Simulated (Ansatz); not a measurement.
# H7NOSeSi2: the cost of one run

Program: Ansatz 0.2.0 through its Python package. Level of theory: B3LYP/6-31G*. These are calculated values, not measurements.

**1. Starting point**

Bond lengths: N1–Si2 1.790 Å, Si2–O3 1.717 Å, Si2–Se4 2.287 Å, Se4–Si5 2.283 Å, N1–H6 1.044 Å, N1–H7 1.044 Å, Si2–H8 1.470 Å, O3–H9 0.990 Å, Si5–H10 1.470 Å, Si5–H11 1.470 Å, Si5–H12 1.470 Å. Angles (14 of 17 angles, heavy atoms first): N1–Si2–O3 109.7°, N1–Si2–Se4 110.3°, O3–Si2–Se4 110.2°, Si2–Se4–Si5 92.3°, N1–Si2–H8 108.9°, O3–Si2–H8 109.2°, Se4–Si2–H8 108.6°, Si2–N1–H6 107.2°, Si2–N1–H7 106.8°, Si2–O3–H9 104.6°, Se4–Si5–H10 109.9°, Se4–Si5–H11 109.2°, Se4–Si5–H12 109.8°, H6–N1–H7 106.9°.

h7nosesi2.xyz, read by the script:

```xyz
12

N    -1.05660    1.69500    0.42150
Si   -1.36380    0.01330   -0.10850
O    -1.20530   -1.05180    1.22840
Se    0.09930   -0.57530   -1.76410
Si    1.88160   -0.51420   -0.33870
H    -0.13120    1.70190    0.90460
H    -0.95210    2.27040   -0.44380
H    -2.73260   -0.07690   -0.63780
H    -1.35660   -1.95350    0.84820
H     1.62590   -1.38380    0.81900
H     3.08080   -0.99030   -1.04370
H     2.11070    0.86510    0.11500
```

**2. The code**

h7nosesi2.py

```python
'''Cost of removing each kind of hydrogen from H7NOSeSi2, fragments frozen.'''

import ansatz as az


def single_point(molecule, charge=0, unpaired=0):
    calc = molecule.calculation().basis(gaussian='6-31G*').functional('b3lyp')
    if charge:
        calc = calc.charge(charge)
    if unpaired:
        calc = calc.spin('collinear', total=unpaired)
    return calc.run(threads=1).report['free_energy_ev']

def without(molecule, index):
    rest = az.Crystal.molecule()
    for i, site in enumerate(molecule.cartesian_sites):
        if i != index:
            rest = rest.atom(site.symbol, site.position_ang)
    return rest

system = az.Crystal.molecule_from_extxyz('h7nosesi2.xyz')

whole = single_point(system, 0)
hydrogen = single_point(az.Crystal.molecule().atom('H', (0, 0, 0)), 0, 1)
print(f'E(molecule) = {whole:.5f} eV, E(H) = {hydrogen:.5f} eV')
for index in [6, 7, 8]:
    radical = single_point(without(system, index), 0, 1)
    print(f'H{index}: homolysis {23.060548 * (radical + hydrogen - whole):.1f} kcal/mol')
    anion = single_point(without(system, index), -1)
    print(f'H{index}: loss of a proton {23.060548 * (anion - whole):.1f} kcal/mol')
```

**3. The calls as engine input**

The engine receives this input (first run):

```yaml
crystal:
  periodic: [false, false, false]
  atoms:
    - { symbol: "N", position_ang: [-1.0566, 1.695, 0.4215] }
    - { symbol: Si, position_ang: [-1.3638, 0.0133, -0.1085] }
    - { symbol: O, position_ang: [-1.2053, -1.0518, 1.2284] }
    - { symbol: Se, position_ang: [0.0993, -0.5753, -1.7641] }
    - { symbol: Si, position_ang: [1.8816, -0.5142, -0.3387] }
    - { symbol: H, position_ang: [-0.1312, 1.7019, 0.9046] }
    - { symbol: H, position_ang: [-0.9521, 2.2704, -0.4438] }
    - { symbol: H, position_ang: [-2.7326, -0.0769, -0.6378] }
    - { symbol: H, position_ang: [-1.3566, -1.9535, 0.8482] }
    - { symbol: H, position_ang: [1.6259, -1.3838, 0.819] }
    - { symbol: H, position_ang: [3.0808, -0.9903, -1.0437] }
    - { symbol: H, position_ang: [2.1107, 0.8651, 0.115] }
basis:
  gaussian:
    orbitals: "6-31G*"
hamiltonian:
  xc: b3lyp
```

**4. Running it**

On the command line:

```sh
$ python h7nosesi2.py
```

What time and memory should one allow on 1 thread of Arm Neoverse V2, shared host?

About 76 s, with a peak of 0.48 GiB.
